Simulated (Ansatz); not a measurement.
I need a ladder of methods at one geometry of CH6AlFGeO, SMILES C[O][GeH]([F])[AlH2]. Use Ansatz's Python interface. Settings (for the species named): CAM-B3LYP, def2-SVP basis, multiplicity 1. The script varies functional: cam_b3lyp, r2scan, b3lyp, blyp, lc_wpbe, hse06.

```xyz
11

C    -0.6978    0.6443    1.8440
O     0.3445    0.2498    1.0688
Ge   -0.3080   -0.2476   -0.5573
F    -1.1657   -1.6970   -0.3820
Al    1.6122   -0.7028   -2.0435
H    -1.2328    1.5910    1.3654
H    -0.3518    1.0002    2.8361
H    -1.4445   -0.1135    1.9787
H    -1.1369    0.8991   -1.1142
H     1.7820    0.1430   -3.3516
H     2.6640   -1.8236   -1.6238
```

The script, `methods_ch6alfgeo.py`:
```python
"""One geometry of CH6AlFGeO, method by method."""

from pathlib import Path
import argparse

import ansatz
from ase import Atoms
import numpy as np

parser = argparse.ArgumentParser(description="One geometry of CH6AlFGeO, method by method.")
parser.add_argument("--basis", required=True, help="Gaussian basis set")
args = parser.parse_args()


def main() -> None:
    atoms = Atoms(["C", "O", "Ge", "F", "Al", "H", "H", "H", "H", "H", "H"], positions=[
        (-0.6978, 0.6443, 1.844),
        (0.3445, 0.2498, 1.0688),
        (-0.308, -0.2476, -0.5573),
        (-1.1657, -1.697, -0.382),
        (1.6122, -0.7028, -2.0435),
        (-1.2328, 1.591, 1.3654),
        (-0.3518, 1.0002, 2.8361),
        (-1.4445, -0.1135, 1.9787),
        (-1.1369, 0.8991, -1.1142),
        (1.782, 0.143, -3.3516),
        (2.664, -1.8236, -1.6238),
    ])
    ch6alfgeo = ansatz.Crystal.molecule_from_ase(atoms)

    model = ch6alfgeo.calculation().basis(gaussian=args.basis)

    print("functional    E (Ha)        dipole (D)   HOMO (eV)  LUMO (eV)")
    for name in ["cam_b3lyp", "r2scan", "b3lyp", "blyp", "lc_wpbe", "hse06"]:
        r = model.functional(name).forces().orbitals().run(threads=1, runs_dir="runs").report
        lines = Path(r["orbitals_path"]).read_text().splitlines()
        field_of = lambda key: [line.split("=")[1].strip() for line in lines if line.startswith(key)]
        orbitals = [(27.211386 * float(e), s, float(n)) for e, s, n in zip(field_of("Ene="), field_of("Spin="), field_of("Occup="))]
        homo = max(e for e, _, n in orbitals if n > 0.5)
        lumo = min(e for e, _, n in orbitals if n < 0.5)
        dipole = 4.803205 * np.linalg.norm(r["charge_distribution"]["dipole_moment_e_ang"])
        print(f"{name:10s} {r['free_energy_ev'] / 27.211386246:14.6f} {dipole:9.3f} {homo:11.3f} {lumo:10.3f}")


if __name__ == "__main__":
    main()
```

`python methods_ch6alfgeo.py --basis def2-SVP` gives:
```text
functional    E (Ha)        dipole (D)   HOMO (eV)  LUMO (eV)
cam_b3lyp    -2535.768532     1.533      -8.832     -1.343
r2scan       -2535.577901     1.428      -6.592     -2.850
b3lyp        -2535.787334     1.457      -7.361     -2.515
blyp         -2535.716924     1.280      -6.084     -2.936
lc_wpbe      -2535.241759     1.557     -10.134     -0.236
hse06        -2535.099549     1.507      -7.193     -2.706
```

Caveats:
- Total energies depend on the basis set; only differences at equal settings carry meaning.
- The geometry is a force-field or estimated start, not a minimum of this method, and the basis set is short of its limit. A lower total doesn't mark the better method: functionals have no common bound, and MP2 and coupled cluster aren't variational.
- b3lyp holds the VWN-RPA fit, as in Gaussian; the form of ORCA and Turbomole is b3lyp5.
- Levels such as HOMO and LUMO are orbital energies: with these approximate functionals they aren't the ionisation energy and electron affinity, and their gap isn't the fundamental gap.
- hse06 follows the composition of plane-wave codes, whose totals differ by tens of mHa, up to about 0.1 Ha, from the form usual in Gaussian-basis programs (wpbeh).
- Wall time of the script: 45 s on 1 thread of Arm Neoverse V2 (shared host), peak memory 0.41 GiB.
